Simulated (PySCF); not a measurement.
# HF/def2-TZVP run of Si2H4ClF (SMILES F[SiH]([SiH3])Cl)

Aim: the vertical ionisation energy of Si2H4ClF at HF/def2-TZVP, from 2 runs. Input form: a Python script.

The results are computed with PySCF 2.14.0.

2 further runs of the same task are left out: 2 set aside as unsound or not needed.

### Step 1. Starting point

Si2H4ClF: 8 atoms, total charge 0, spin state singlet. As SMILES, `F[SiH]([SiH3])Cl`. The coordinates come from a PBE0-D4/def2-TZVP relaxation.

Bond lengths: F1–Si2 1.597 Å, Si2–Si3 2.339 Å, Si2–Cl4 2.049 Å, Si2–H5 1.481 Å, Si3–H6 1.487 Å, Si3–H7 1.486 Å, Si3–H8 1.485 Å. Some angles: F1–Si2–Si3 109.8°, F1–Si2–Cl4 107.9°, Si3–Si2–Cl4 109.0°, F1–Si2–H5 107.2°, Si3–Si2–H5 115.4°, Cl4–Si2–H5 107.3°, Si2–Si3–H6 110.0°, Si2–Si3–H7 108.3°, Si2–Si3–H8 109.2°, H6–Si3–H7 109.5°.

### Step 2. The energy at HF/def2-TZVP

input.py

```python
from pyscf import gto, scf

mol = gto.Mole()
mol.atom = [
    ('F', (-1.329000, 1.796800, 0.161200)),
    ('Si', (-0.382900, 0.812800, -0.667700)),
    ('Si', (0.539000, -0.793000, 0.761300)),
    ('Cl', (-1.534100, -0.130100, -2.075900)),
    ('H', (0.596600, 1.655400, -1.392300)),
    ('H', (1.355700, -0.131100, 1.812300)),
    ('H', (1.403500, -1.693800, -0.044400)),
    ('H', (-0.556600, -1.574100, 1.389600)),
]
mol.verbose = 3
mol.max_memory = 1860
mol.basis = 'def2-tzvp'
mol.build()

hf = scf.RHF(mol)
hf.conv_tol = 1e-10
hf.kernel()
if not hf.converged:
    hf = hf.newton().run(hf.mo_coeff, hf.mo_occ)

e_tot = hf.e_tot
print('Final energy', e_tot)
```

Command:

```console
$ OMP_NUM_THREADS=1 python input.py
```

The program printed:

```text
converged SCF energy = -1139.32835511664
Final energy -1139.3283551166382
```

Wall time 9 s (1 thread of Arm Neoverse V2, shared host); peak memory 0.83 GiB.

### Step 3. The doublet cation

calc.py

```python
from pyscf import gto, scf

system = gto.M(
    atom=[
    ('F', (-1.329000, 1.796800, 0.161200)),
    ('Si', (-0.382900, 0.812800, -0.667700)),
    ('Si', (0.539000, -0.793000, 0.761300)),
    ('Cl', (-1.534100, -0.130100, -2.075900)),
    ('H', (0.596600, 1.655400, -1.392300)),
    ('H', (1.355700, -0.131100, 1.812300)),
    ('H', (1.403500, -1.693800, -0.044400)),
    ('H', (-0.556600, -1.574100, 1.389600)),
],
    spin=1,
    charge=1,
    verbose=4,
    max_memory=1860,
    basis='def2-tzvp',
)

myscf = scf.UHF(system)
myscf.conv_tol = 1e-10
myscf.kernel()
if not myscf.converged:
    myscf = myscf.newton().run(myscf.mo_coeff, myscf.mo_occ)

e_final = myscf.e_tot
print('E = %.10f Eh' % e_final)
```

Command:

```console
$ OMP_NUM_THREADS=1 python calc.py
```

The program printed:

```text
PySCF version 2.14.0

[INPUT] num. atoms = 8
[INPUT] num. electrons = 57
[INPUT] charge = 1
[INPUT] spin (= nelec alpha-beta = 2S) = 1
[INPUT] symmetry False subgroup None
[INPUT] Mole.unit = angstrom
[INPUT] Symbol           X                Y                Z      unit          X                Y                Z       unit  Magmom
[INPUT]  1 F     -1.329000000000   1.796800000000   0.161200000000 AA   -2.511446019547   3.395459900619   0.304623851280 Bohr   0.0
[INPUT]  2 Si    -0.382900000000   0.812800000000  -0.667700000000 AA   -0.723576133096   1.535969394046  -1.261770133372 Bohr   0.0
[INPUT]  3 Si     0.539000000000  -0.793000000000   0.761300000000 AA    1.018562381141  -1.498552816780   1.438648498631 Bohr   0.0
[INPUT]  4 Cl    -1.534100000000  -0.130100000000  -2.075900000000 AA   -2.899028847695  -0.245853368806  -3.922882461985 Bohr   0.0
[INPUT]  5 H      0.596600000000   1.655400000000  -1.392300000000 AA    1.127410605916   3.128252626605  -2.631065683232 Bohr   0.0
[INPUT]  6 H      1.355700000000  -0.131100000000   1.812300000000 AA    2.561901707073  -0.247743094930   3.424750655549 Bohr   0.0
[INPUT]  7 H      1.403500000000  -1.693800000000  -0.044400000000 AA    2.652230615827  -3.200818109788  -0.083903839931 Bohr   0.0
[INPUT]  8 H     -0.556600000000  -1.574100000000   1.389600000000 AA   -1.051821560933  -2.974617892678   2.625963422696 Bohr   0.0

nuclear repulsion = 276.204993626189
number of shells = 66
number of NR pGTOs = 267
number of NR cGTOs = 166
basis = def2-tzvp
ecp = {}

******** <class 'pyscf.scf.uhf.UHF'> ********
method = UHF
initial guess = minao
damping factor = 0
level_shift factor = 0
DIIS = <class 'pyscf.scf.diis.CDIIS'>
diis_start_cycle = 1
diis_space = 8
diis_damp = 0
SCF conv_tol = 1e-10
SCF conv_tol_grad = None
SCF max_cycles = 50
direct_scf = True
direct_scf_tol = 1e-13
number electrons alpha = 29  beta = 28
[... 82 lines left out ...]
converged SCF energy = -1138.95310091044  <S^2> = 0.76951442  2S+1 = 2.0194201
E = -1138.9531009104 Eh
```

Wall time 20 s (1 thread of Arm Neoverse V2, shared host); peak memory 0.83 GiB.

### Step 4. Results

Level: HF/def2-TZVP.

| quantity | value |
| --- | --- |
| singlet Si2H4ClF: total energy | -1139.32836 Eh |
| singlet Si2H4ClF: dipole moment | 1.80 D |
| singlet Si2H4ClF: HOMO energy | -11.29 eV |
| singlet Si2H4ClF: LUMO energy | 2.67 eV |
| singlet Si2H4ClF: HOMO–LUMO gap | 13.96 eV |
| doublet cation: total energy | -1138.95310 Eh |
| doublet cation: HOMO energy (highest over α and β) | -18.12 eV |
| doublet cation: LUMO energy (lowest over α and β) | -9.10 eV |
| doublet cation: ⟨S²⟩ | 0.770 |
| vertical ionisation energy (to the doublet cation) | 10.211 eV |

**Reading.** Removing an electron at fixed nuclei costs 10.21 eV (235 kcal/mol). The negative HOMO energy of the first species, 11.29 eV, lies 1.08 eV above that difference. Mulliken charges (singlet Si2H4ClF) run from -0.40 on F1 to +0.74 on Si2; they depend strongly on the basis.
